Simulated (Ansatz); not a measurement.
**SnH₃ (quartet): the correlation ladder, def2-TZVPP**

An exercise on one series of results from a longer session: the logs are not shown, and one member is left open.

Computed with Ansatz 0.2.0, Gaussian basis. Level: def2-TZVPP, core rule «outside noble gas», up to 9 orbitals frozen.

The runs, in order: UHF; CCSD(T) on ROHF; CCSD(T) on UHF; BCCD(T) on ROHF; CCSDT(Q) on ROHF; CCSDT(Q) on UHF; CASSCF and MRCISD+Q, 7 electrons in 7 orbitals; CASSCF and NEVPT4(SD), 7 electrons in 7 orbitals; CASSCF and NEVPT2, 7 electrons in 7 orbitals.

7 further runs of the same task are left out: 2 for a known fault of the program, 1 that didn't finish, 4 set aside as unsound or not needed.

## The system

The geometry is a PBE0/def2-TZVP stationary point (not a proven minimum) of the parent state, kept for this charge and spin. No spin-orbit coupling is included. Elements past krypton take def2 core potentials.

4 atoms, charge 0, spin multiplicity 4.

Atoms are counted from 1 here; the program's logs count them from 0.

Bond lengths: Sn1–H2 1.715 Å, Sn1–H3 1.715 Å, Sn1–H4 1.715 Å. Angles: H2–Sn1–H3 109.7°, H2–Sn1–H4 109.7°, H3–Sn1–H4 109.7°.

As a file:

```
atom    x (Å)    y (Å)    z (Å)
 Sn1   0.0000   0.0000  -0.0140
  H2   1.6170   0.0135   0.5568
  H3  -0.8231   1.3949   0.5493
  H4  -0.7994  -1.4090   0.5484
```

Set-up of the first run:

in.yaml reads:

```yaml
crystal:
  periodic: [false, false, false]
  atoms:
    - {symbol: Sn, position_ang: [0.000046, 0.000005, -0.014048]}
    - {symbol: H, position_ang: [1.617032, 0.013522, 0.556831]}
    - {symbol: H, position_ang: [-0.823095, 1.394937, 0.549273]}
    - {symbol: H, position_ang: [-0.799363, -1.408992, 0.548448]}
basis:
  gaussian: {orbitals: def2-TZVPP}
magnetization: {spin_polarized: true, initial_magnetization: 3}
hamiltonian: {xc: hf}
output: {orbitals: {seedname: orbitals}}
```

Command:

```
ansatz run in.yaml --threads 1 --pin off --events-out ev --progress --plain --max-ram 4096MiB --backend cpu
```

Among the steps run: UHF; CCSD(T) on ROHF; CCSD(T) on UHF; BCCD(T) on ROHF; CCSDT(Q) on ROHF; CCSDT(Q) on UHF; CASSCF and MRCISD+Q, 7 electrons in 7 orbitals; CASSCF and NEVPT4(SD), 7 electrons in 7 orbitals; CASSCF and NEVPT2, 7 electrons in 7 orbitals.

One of the session's tables, all rows but one given; the rest of the session is left out.

It belongs to the step «Misses and costs». 

| method | from RCCSDT(Q) (kJ/mol) |
| --- | --- |
| ROHF | +325.5 |
| UHF | +317.0 |
| RMP2 | +81.5 |
| UMP2 | +79.3 |
| RCCSD | +18.8 |
| UCCSD | +16.6 |
| RCCSD(T) | ? |
| UCCSD(T) | +5.2 |
| BCCD(T) | +7.1 |
| RCCSDT | +1.2 |
| UCCSDT | -0.7 |
| RCCSDT(Q) | 0 |
| UCCSDT(Q) | -2.0 |
| CASSCF valence | +225.5 |
| NEVPT2 valence | +68.2 |
| NEVPT4(SD) valence | +17.9 |
| MRCISD valence | +21.0 |
| MRCISD+Q valence | +10.0 |

**Question.** Estimate the row for RCCSD(T).

**Answer.** from RCCSDT(Q) (kJ/mol): +7.2. In the column «from RCCSDT(Q) (kJ/mol)» it lies between BCCD(T) (+7.1) and MRCISD+Q valence (+10.0).

Caveats from the session: Restricted and unrestricted rows rest on different reference determinants; where their highest levels disagree by more than a few hundredths of an eV, they describe different states and don't form one ladder.
